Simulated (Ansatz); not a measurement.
# Zr2AlC: further runs on the relaxed cell

The task here is to estimate one member of a computed series from the others.

Program: Ansatz 0.2.0. Level of theory: DFT PBEsol, scalar-relativistic, plane waves, PAW. These are calculated values, not measurements.

1 further run of the same task is left out (set aside as unsound or not needed). Runs told in other sessions of the task aren't counted.

### Starting point

The structure is hexagonal, space group P6_3/mmc (No. 194). The conventional cell has a = 3.290 Å, b = 3.290 Å, c = 14.516 Å, α = 90.00°, β = 90.00°, γ = 120.00°. Around Zr (site symmetry 3m) lie 3 C at 2.28 Å. Al (site symmetry -6m2) is surrounded by 6 Zr at 3.04 Å and 6 Al at 3.29 Å. Around C (site symmetry -3m) lie 6 Zr at 2.28 Å.

Coordinates:

```cif
data_structure
_symmetry_space_group_name_H-M 'P6_3/mmc'
_symmetry_Int_Tables_number 194
_cell_length_a 3.2898
_cell_length_b 3.2898
_cell_length_c 14.5160
_cell_angle_alpha 90.000
_cell_angle_beta 90.000
_cell_angle_gamma 120.000
_cell_volume 136.05
loop_
_atom_site_label
_atom_site_type_symbol
_atom_site_symmetry_multiplicity
_atom_site_Wyckoff_symbol
_atom_site_fract_x
_atom_site_fract_y
_atom_site_fract_z
_atom_site_occupancy
Zr1 Zr 4 f 0.33333 0.66667 0.08636 1
Al1 Al 2 d 0.33333 0.66667 0.75000 1
C1 C 2 a 0.00000 0.00000 0.00000 1
```

It goes back to an entry of the Materials Project, which need not be the stable form.

It is the result of an earlier relaxation at this level (volume 17.01 Å³/atom; gap on the mesh: none (metal)).

Set-up of the first run:

input.yaml reads:

```yaml
crystal:
  lattice:
    - [3.2565437107, 0.0, 0.0]
    - [-1.6282718553, 2.820249582, 0.0]
    - [0.0, 0.0, 14.3693889191]
  atoms:
    - { symbol: Zr, position: [0.3333333333, 0.6666666667, 0.0863599368] }
    - { symbol: Zr, position: [0.6666666667, 0.3333333333, 0.5863599368] }
    - { symbol: Zr, position: [0.6666666667, 0.3333333333, 0.9136400632] }
    - { symbol: Zr, position: [0.3333333333, 0.6666666667, 0.4136400632] }
    - { symbol: Al, position: [0.3333333333, 0.6666666667, 0.75] }
    - { symbol: Al, position: [0.6666666667, 0.3333333333, 0.25] }
    - { symbol: C, position: [0.0, 0.0, 0.0] }
    - { symbol: C, position: [0.0, 0.0, 0.5] }
basis:
  ecutwfc: 420
kpoints:
  mp_grid: { grid: [12, 12, 4] }
hamiltonian:
  xc: pbesol
scf:
  occupations: { method: gaussian, width: 0.1 }
output:
  forces: true
  stress: true
  eigenvalues: true
relax:
  adjacent_minimum: "off"
  f_tol: 0.01
  max_steps: 30
  cell: { stress_tol: 0.1, fix: [volume] }
```

The run is started by

```console
ansatz run input.yaml --threads 2 --pin off --max-ram 5120MiB --backend cpu --events-out ev --progress --plain --runs-dir out
```

Among the steps run: The cell scaled to 0.97 of its volume; The cell scaled to 1.03 of its volume; Point at V/V0 = 0.94; Volume × 1.06; Volume × 0.91; The cell scaled to 1.10 of its volume; Point at V/V0 = 0.88.

One of the session's tables, all rows but one given; the rest of the session is left out.

It belongs to the step «Energy against volume». 

| volume (Å³/atom) | energy above the lowest point (meV/atom) | pressure (GPa) |
| --- | --- | --- |
| 14.966 | 124.9 | 21.71 |
| 15.476 | ? | ? |
| 15.986 | 28.0 | 9.21 |
| 16.497 | 6.7 | 4.25 |
| 17.007 | 0.0 | -0.02 |
| 17.517 | 5.9 | -3.66 |
| 18.027 | 22.6 | -6.78 |
| 18.707 | 58.9 | -10.20 |

Q: Estimate the row for volume (Å³/atom) = 15.476 from the others.

Worked estimate for «energy above the lowest point (meV/atom)». A straight line through the neighbours (14.966, 124.9) and (15.986, 28.0) gives 124.9 + (28.0 − 124.9) × (15.476 − 14.966) / (15.986 − 14.966) = 76.4; a parabola fitted to 3 rows on both sides gives 67.4.

**Answer.** energy above the lowest point (meV/atom): 66.4; pressure (GPa): 15.00. In «energy above the lowest point (meV/atom)» the line misses by +10.0 and the parabola by +1.0.
